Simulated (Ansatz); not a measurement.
Working through an atomisation energy of AlBGeH₄, SMILES [BH]1[AlH][GeH2]1

With the Python package of Ansatz (0.2.0).

The script reads `albgeh4.xyz`:
```text
7

B    -1.06570   -0.72440   -0.20190
Al    0.45960    0.42450   -1.26620
Ge    0.34830    0.13610    0.93730
H    -2.04130   -1.29150   -0.28410
H     1.15100    0.99550   -2.60570
H    -0.12330    1.33840    1.80830
H     1.33270   -0.94660    1.56650
```

Notebook, run cell by cell (the value of a cell's last expression is shown):

```python
from collections import Counter

import ansatz as az


def single_point(molecule, charge=0, unpaired=0):
    calc = molecule.calculation().basis(gaussian='def2-SVPD').functional('hf').scf(lower_state_search='off')
    if charge:
        calc = calc.charge(charge)
    if unpaired:
        calc = calc.spin('collinear', total=unpaired)
    report = calc.run(threads=1, pin='off').report
    if report['published_state_doubts']:
        print('  doubts:', report['published_state_doubts'])
    return report['free_energy_ev']
```

```python
albgeh4 = az.Crystal.molecule_from_extxyz('albgeh4.xyz')

# Hund ground states
unpaired = {'B': 1, 'Al': 1, 'Ge': 2, 'H': 1}
counts = Counter(site.symbol for site in albgeh4.cartesian_sites)
atom_energy = {s: single_point(az.Crystal.molecule().atom(s, (0, 0, 0)), 0, unpaired[s]) for s in counts}
whole = single_point(albgeh4, 0, 0)
for s, e in atom_energy.items():
    print(f'{s:2s} x{counts[s]}  {e:14.5f} eV')
print(f'AlBGeH4: {whole:.5f} eV')
split = sum(counts[s] * e for s, e in atom_energy.items()) - whole
print(f'atomisation energy (no zero-point term): {96.485332 * split:.1f} kJ/mol, {split / sum(counts.values()):.3f} eV an atom')
```

    B  x1      -666.71767 eV
    Al x1     -6579.46119 eV
    Ge x1    -56465.21878 eV
    H  x4       -13.58606 eV
    AlBGeH4: -63777.98958 eV
    atomisation energy (no zero-point term): 1181.7 kJ/mol, 1.750 eV an atom

1181.7 kJ/mol from the electronic energies, without the zero-point term.

These settings explore the input space; basis and method may be short of convergence. The geometry is a force-field or estimated start, not a minimum of this method, and the basis set is short of its limit. All parts are taken at fixed geometry, without zero-point energy. Hartree-Fock leaves correlation out, so bond, atomisation and ionisation energies come out well too low. Finished in 1.9 s on 1 thread of Arm Neoverse V2, on a shared host, peak memory 0.3 GiB.

(Lines on the test bed's own set-up are left out of the output.)
